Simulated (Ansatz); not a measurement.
# MnZn3: how the settings move a single-point run

How sensitive is a single-point run of MnZn3 to its settings? A reference run comes first, then one run with altered input.

Program: Ansatz 0.2.0. Level of theory: reference: DFT, PBEsol, PAW with Ansatz's default frozen-core files, scalar-relativistic. These are calculated values, not measurements.

## (1) The system as given

The structure is cubic, space group Pm-3m (No. 221). Conventional cell: a = 3.985 Å, b = 3.985 Å, c = 3.985 Å, α = 90.00°, β = 90.00°, γ = 90.00°. Mn (site symmetry m-3m) has 12 Zn at 2.82 Å as nearest neighbours. Zn (site symmetry 4/mmm) is surrounded by 4 Mn at 2.82 Å and 8 Zn at 2.82 Å.

Coordinates:

```
CELL_PARAMETERS angstrom
3.98460 0.00000 0.00000
0.00000 3.98460 0.00000
0.00000 0.00000 3.98460
ATOMIC_POSITIONS crystal
Mn 0.00000 0.00000 0.00000
Zn 0.00000 0.50000 0.50000
Zn 0.50000 0.00000 0.50000
Zn 0.50000 0.50000 0.00000
```

## (2) The reference run

Input file input.yaml:

```yaml
crystal:
  lattice:
    - [3.9846012457, 0.0, 0.0]
    - [0.0, 3.9846012457, 0.0]
    - [0.0, 0.0, 3.9846012457]
  atoms:
    - { symbol: Mn, position: [0.0, 0.0, 0.0], spin: 4.0 }
    - { symbol: Zn, position: [0.0, 0.5, 0.5] }
    - { symbol: Zn, position: [0.5, 0.0, 0.5] }
    - { symbol: Zn, position: [0.5, 0.5, 0.0] }
magnetization:
  spin_polarized: true
kpoints:
  mp_grid: { grid: [7, 7, 7] }
scf:
  occupations: { method: fermi_dirac, width: 0.03 }
hamiltonian:
  xc: pbesol
  pseudopotentials: { kind: paw }
output:
  forces: true
  stress: true
  eigenvalues: true
  populations: true
```

Command:

```
ansatz run input.yaml --threads 2 --pin off --max-ram 6144MiB --backend cpu --events-out ev --progress --plain --runs-dir out
```

## (3) Changing settings: mp_grid.shift [0.5, 0.5, 0.5], dr2_threshold 1.0e-08

Edit input.yaml of step 2 so:

```diff
@@ -13,5 +13,6 @@
 kpoints:
-  mp_grid: { grid: [7, 7, 7] }
+  mp_grid: { grid: [7, 7, 7], shift: [0.5, 0.5, 0.5] }
 scf:
   occupations: { method: fermi_dirac, width: 0.03 }
+  convergence: { dr2_threshold: 1.0e-08 }
 hamiltonian:
```

Before running it: what results should come out? Wanted: for each run, ending; energy change; pressure; abs. moment; force.

As calculated:

| run | ending | energy change | pressure (GPa) | abs. moment (μB) | force (eV/Å) | cycles | time |
| --- | --- | --- | --- | --- | --- | --- | --- |
| reference | converged | 0 | -13.4 | 3.90 | 0.00 | 12 | 5.5 s |
| 1: mp_grid.shift [0.5, 0.5, 0.5], dr2_threshold 1.0e-08 | converged | +0.1 meV/atom | -13.1 | 3.90 | 0.00 | 12 | 5.5 s |

Residual by cycle in the longest SCF loop of each run; runs are numbered as in the table. The quantity is the density residual dr2, in eV.

| cycle | reference | run 1 |
| --- | --- | --- |
| 1 | 2.65 | 2.67 |
| 2 | 0.951 | 0.949 |
| 3 | 0.501 | 0.5 |
| 4 | 0.0373 | 0.0403 |
| 5 | 0.0084 | 0.00809 |
| 6 | 0.00364 | 0.00284 |
| 7 | 0.00195 | 0.00783 |
| 8 | 3.2e-4 | 7.6e-5 |
| 9 | 9.2e-6 | 5.7e-6 |
| 10 | 5.0e-7 | 3.1e-7 |
| 11 | 1.5e-8 | 5.7e-9 |
| 12 | 3.6e-8 | 7.0e-9 |

**Reading.** Changing the k-point mesh and convergence setting leaves the energy as it was (+0.1 meV/atom). The structure is not at rest: the sound run finds -13 GPa, so these are no properties of the relaxed crystal. 
